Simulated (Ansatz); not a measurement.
# AlGeH2 (quartet): the correlation ladder at a displaced geometry (v2), cc-pVDZ

One table from this session's results is given with a row withheld; the runs are named, their logs left out.

Computed with Ansatz 0.2.0, Gaussian basis. Level: cc-pVDZ, core rule «outside noble gas», up to 19 orbitals frozen.

Plan: UHF; CCSD(T) on ROHF; CCSD(T) on UHF; BCCD(T) on ROHF; CISD; CCSDT(Q) on ROHF; CCSDT(Q) on UHF; CASSCF and MRCISD+Q, 9 electrons in 10 orbitals; CASSCF and NEVPT2, 9 electrons in 10 orbitals.

23 further runs of the same task are left out: 2 for a known fault of the program, 9 that didn't finish, 12 set aside as unsound or not needed.

## The system

The geometry is a PBE0/def2-TZVP stationary point (not a proven minimum) with its atoms shifted at random (size 0.100 Å). No spin-orbit coupling is included. The filled d shell of Ge may be among the frozen orbitals whatever the setting's name suggests; the logs give the count.

4 atoms, charge 0, spin multiplicity 4.

Atoms are counted from 1 here; the program's logs count them from 0.

Bond lengths: Ge1–Al2 2.585 Å, Ge1–H3 1.698 Å, Al2–H3 1.794 Å, Al2–H4 1.707 Å. Angles: Al2–Ge1–H3 43.7°, Ge1–Al2–H3 40.8°, Ge1–Al2–H4 101.0°, H3–Al2–H4 141.5°, Ge1–H3–Al2 95.5°.

Geometry (Å):

```
Ge    0.0447   -0.0306    0.7253
Al   -0.1202    0.0956   -1.8515
H    -0.0436    1.2006   -0.4403
H     0.0396   -1.5522   -2.2691
```

Set-up of the first run:

File in.yaml:

```yaml
crystal:
  periodic: [false, false, false]
  atoms:
    - {symbol: Ge, position_ang: [0.044695, -0.030625, 0.725313]}
    - {symbol: Al, position_ang: [-0.120179, 0.095582, -1.851482]}
    - {symbol: H, position_ang: [-0.043559, 1.200616, -0.440291]}
    - {symbol: H, position_ang: [0.039550, -1.552165, -2.269106]}
basis:
  gaussian: {orbitals: cc-pVDZ}
magnetization: {spin_polarized: true, initial_magnetization: 3}
hamiltonian: {xc: hf}
output: {orbitals: {seedname: orbitals}}
```

On the command line:

```bash
$ ansatz run in.yaml --threads 1 --pin off --events-out ev --progress --plain --max-ram 2393MiB
```

Among the steps run: UHF; CCSD(T) on ROHF; CCSD(T) on UHF; BCCD(T) on ROHF; CISD; CCSDT(Q) on ROHF; CCSDT(Q) on UHF; CASSCF and MRCISD+Q, 9 electrons in 10 orbitals; CASSCF and NEVPT2, 9 electrons in 10 orbitals.

One table of the session follows, with a row left open; its other results are not shown here.

It belongs to the step «Misses and costs». 

```
          method  from UCCSDT(Q) (kJ/mol)
            ROHF                   +428.7
             UHF                   +412.3
            RMP2                   +106.1
            UMP2                   +107.5
            CISD                    +44.2
           RCCSD                    +19.1
           UCCSD                    +17.9
        RCCSD(T)                     +5.1
        UCCSD(T)                     +4.6
         BCCD(T)                     +5.1
          RCCSDT                     +1.4
          UCCSDT                     +0.7
       RCCSDT(Q)                     +0.7
       UCCSDT(Q)                        0
  CASSCF valence                   +263.9
  NEVPT2 valence                        ?
  MRCISD valence                    +19.4
MRCISD+Q valence                     +2.8
```

**Question.** Estimate the row for NEVPT2 valence.

The run gave: from UCCSDT(Q) (kJ/mol): +73.5. In the column «from UCCSDT(Q) (kJ/mol)» it lies between CISD (+44.2) and RMP2 (+106.1).

Caveats from the session: Restricted and unrestricted rows rest on different reference determinants; where their highest levels disagree by more than a few hundredths of an eV, they describe different states and don't form one ladder.
